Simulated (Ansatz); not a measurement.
# Ru (Ruthenium): the cost of one run

Computed with Ansatz 0.2.0, driven from Python. Level of theory: DFT PBE, plane waves, PAW.

## 1. The structure

It takes space group P6_3/mmc (No. 194, hexagonal). Conventional cell: a = 2.706 Å, b = 2.706 Å, c = 4.282 Å, α = 90.00°, β = 90.00°, γ = 120.00°. Ru (site symmetry -6m2) has 12 Ru at 2.65 to 2.71 Å in its first shell of neighbours.

The script holds or builds the structure itself.

## 2. Script

Input file gruneisen_ru.py:

```python
"""Mode Grueneisen parameters of Ru at the zone centre."""

import warnings

import ansatz as az
import numpy as np

VECTORS = np.array([
    [2.7058, 0.0, 0.0],
    [-1.3529, 2.343292, 0.0],
    [0.0, 0.0, 4.2819],
])
SITES = [
    ("Ru", [1 / 3, 2 / 3, 0.25]),
    ("Ru", [2 / 3, 1 / 3, 0.75]),
]


def build(cell):
    crystal = az.Crystal(lattice=az.Lattice.of(cell))
    for symbol, position in SITES:
        crystal = crystal.atom(symbol, position)
    return crystal

warnings.simplefilter("ignore", az.DeckWarning)

modes = {}
for scale in (1 - 0.01, 1.0, 1 + 0.01):
    calculation = (
        build(VECTORS * scale ** (1 / 3)).calculation()
        .occupations("Marzari-Vanderbilt", width=0.1)
        .functional("PBE")
        .kpoints(14, 14, 8)
        .phonons("dfpt")
    )
    modes[scale] = np.sort(calculation.run(threads=1, backend="cpu").phonons.gamma_omega_inv_cm)
    print(f"V/V0 = {scale:.2f}:", np.round(modes[scale], 1) + 0.0)

# gamma = -d ln(omega) / d ln(V); ions stay at the typed fractions and modes pair by order
low, middle, high = modes.values()
for w0, w1, w2 in zip(low, middle, high):
    if min(w0, w1, w2) > 5:
        print(f"{w1:8.1f} 1/cm   gamma = {-np.log(w2 / w0) / np.log((1 + 0.01) / (1 - 0.01)):6.2f}")
```

## 3. The calls as engine input

The package turns the script's settings into the engine's input (first run):

```yaml
crystal:
  lattice:
    - [2.6967504340758035, 0.0, 0.0]
    - [-1.3483752170379018, 2.3354548444697896, 0.0]
    - [0.0, 0.0, 4.2675791572433965]
  atoms:
    - { symbol: Ru, position: [0.3333333333333333, 0.6666666666666666, 0.25] }
    - { symbol: Ru, position: [0.6666666666666666, 0.3333333333333333, 0.75] }
kpoints:
  mp_grid:
    grid: [14, 14, 8]
hamiltonian:
  xc: pbe
scf:
  occupations:
    method: cold
    width: 0.1
phonons:
  method: dfpt
```

## 4. Launch

Started as:

```bash
$ python gruneisen_ru.py
```

What time and memory should one allow on 1 thread of AMD EPYC 9R45 (Zen 5), shared host?

About 41 s, with a peak of 0.87 GiB.
